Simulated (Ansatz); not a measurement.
# CMo: the cost of one run

Method: the levels named in each step, in Ansatz 0.2.0.

### Step 1. The system as given

Bond lengths: C1–Mo2 1.866 Å.

Coordinates:

```xyz
2

C     0.0000    0.0000    0.0000
Mo    0.0000    0.0000    1.8658
```

### Step 2. A rough first relaxation, PBE-D4/def2-SVP

This run stands in another session on the same molecule. It ended at:

```xyz
2

C     0.0000    0.0000    0.0938
Mo    0.0000    0.0000    1.7720
```

### Step 3. Relaxation, PBE0-D4/def2-TZVPP

This run stands in another session on the same molecule. It ended at:

```xyz
2

C     0.0000    0.0000    0.1077
Mo    0.0000    0.0000    1.7581
```

### Step 4. Frequencies, PBE0-D4/def2-TZVPP

Input file input.yaml:

```yaml
crystal:
  periodic: [false, false, false]
  atoms:
    - { symbol: C, position_ang: [0.0, 0.0, 0.10766546] }
    - { symbol: Mo, position_ang: [0.0, 0.0, 1.75813454] }
magnetization:
  spin_polarized: true
  initial_magnetization: 2
basis:
  gaussian: { orbitals: def2-TZVPP }
hamiltonian:
  xc: pbe0
  dispersion: d4
phonons: {}
```

On the command line:

```sh
ansatz run input.yaml --threads 2 --pin off --max-ram 5120MiB --backend cpu --events-out ev --progress --plain --runs-dir out
```

**Question.** How long does this run take on 2 threads of Intel Xeon at 2.50GHz (Skylake/Cascade Lake), shared host, and how much memory does it need?

About 38 s, with a peak of 0.16 GiB.
